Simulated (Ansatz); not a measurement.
This script drives the Python package of Ansatz (0.2.0).

`bh7ssi2.py`:
```python
from pathlib import Path
import logging
import sys

import ansatz as az
import numpy as np

logging.basicConfig(stream=sys.stdout, format="%(levelname)s %(message)s")
logger = logging.getLogger("ansatz_job")
logger.setLevel(logging.INFO)

BASIS = "cc-pVDZ"

GEOMETRY = """
B    -0.36010    1.51270   -0.83890
Si   -0.06580   -0.32300   -0.51330
Si    1.00250   -0.53210    1.40600
S    -1.84960   -1.37040   -0.39880
H    -0.04450    2.36670   -0.09550
H    -0.98860    1.89850   -1.82800
H     0.77890   -0.87220   -1.60010
H     0.25490    0.03990    2.50020
H     2.31300    0.21320    1.38230
H     1.29810   -1.95610    1.70180
H    -2.27350   -1.03420   -1.69500
"""

bh7ssi2 = az.Crystal.molecule()
for line in GEOMETRY.strip().splitlines():
    symbol, *xyz = line.split()
    bh7ssi2 = bh7ssi2.atom(symbol, [float(v) for v in xyz])

model = bh7ssi2.calculation().basis(gaussian=BASIS)

logger.info("functional    E (Ha)        dipole (D)   HOMO (eV)  LUMO (eV)")
for name in ["b3lyp", "hf", "blyp", "r2scan0", "r2scan"]:
    r = model.functional(name).forces().orbitals().run(runs_dir="runs").report
    lines = Path(r["orbitals_path"]).read_text().splitlines()
    field_of = lambda key: [line.split("=")[1].strip() for line in lines if line.startswith(key)]
    orbitals = [(27.211386 * float(e), s, float(n)) for e, s, n in zip(field_of("Ene="), field_of("Spin="), field_of("Occup="))]
    homo = max(e for e, _, n in orbitals if n > 0.5)
    lumo = min(e for e, _, n in orbitals if n < 0.5)
    dipole = 4.803205 * np.linalg.norm(r["charge_distribution"]["dipole_moment_e_ang"])
    logger.info(f"{name:10s} {r['free_energy_ev'] / 27.211386246:14.6f} {dipole:9.3f} {homo:11.3f} {lumo:10.3f}")
```

It is started by `python bh7ssi2.py`. How long does it take on 1 thread of Intel(R) Xeon(R) Platinum 8488C (Sapphire Rapids) (shared host), and how much memory does it need?

It took about 20 s, with a peak of 0.31 GiB, for 5 runs of the engine.

```console
$ python bh7ssi2.py
INFO functional    E (Ha)        dipole (D)   HOMO (eV)  LUMO (eV)
INFO b3lyp        -1006.253560     1.144      -7.090     -2.775
INFO hf           -1004.120528     1.417     -10.150      1.038
INFO blyp         -1006.134003     1.029      -5.966     -3.347
INFO r2scan0      -1006.080563     1.281      -7.546     -2.482
INFO r2scan       -1006.087845     1.197      -6.457     -3.309
```

Caveats:
- Total energies depend on the basis set; only differences at equal settings carry meaning.
- The geometry is a force-field or estimated start, not a minimum of this method, and the basis set is short of its limit. A lower total doesn't mark the better method: functionals have no common bound, and MP2 and coupled cluster aren't variational.
- b3lyp holds the VWN-RPA fit, as in Gaussian; the form of ORCA and Turbomole is b3lyp5.
- Levels such as HOMO and LUMO are orbital energies: with these approximate functionals they aren't the ionisation energy and electron affinity, and their gap isn't the fundamental gap.
- For Al to Cl the sets with a tight d function, cc-pV(X+d)Z, are usual.

(Lines on the test bed's own set-up are left out of the output.)
